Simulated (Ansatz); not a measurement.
Crystal: MnHg.

```
CELL_PARAMETERS angstrom
3.28800 0.00000 0.00000
0.00000 3.28800 0.00000
0.00000 0.00000 3.31300
ATOMIC_POSITIONS crystal
Hg 0.00000 0.00000 0.00000
Mn 0.50000 0.50000 0.50000
```

Base run:

| Quantity | Value |
| --- | --- |
| Program | Ansatz 0.2.0 |
| Functional | PBE |
| Potentials or basis | Ansatz PAW |
| Cutoff | 420 eV (not typed: the program's choice for these potentials) |
| k mesh | 7 × 7 × 7 |
| Occupations | fermi-dirac, width 0.05 eV |
| Spin | collinear spin, ferromagnetic start |
| Starting moments | [0.0, 6.0] μB |
| Fixed moment | 6 μB |

Its results: pressure 25.2 GPa; site moments Hg +0.42; Mn +4.78 μB.

Q: The run is repeated on the same cell with these changes: fixed moment from 6 μB to 5 μB; moments at the start from [0.0, 6.0] to [0.0, 5.0]. What comes out?

A: Pressure 11.8 GPa; site moments Hg +0.19; Mn +4.41 μB.

Caveats: the total moment is fixed, so each spin has its own Fermi level; the thresholds are loose for stress.
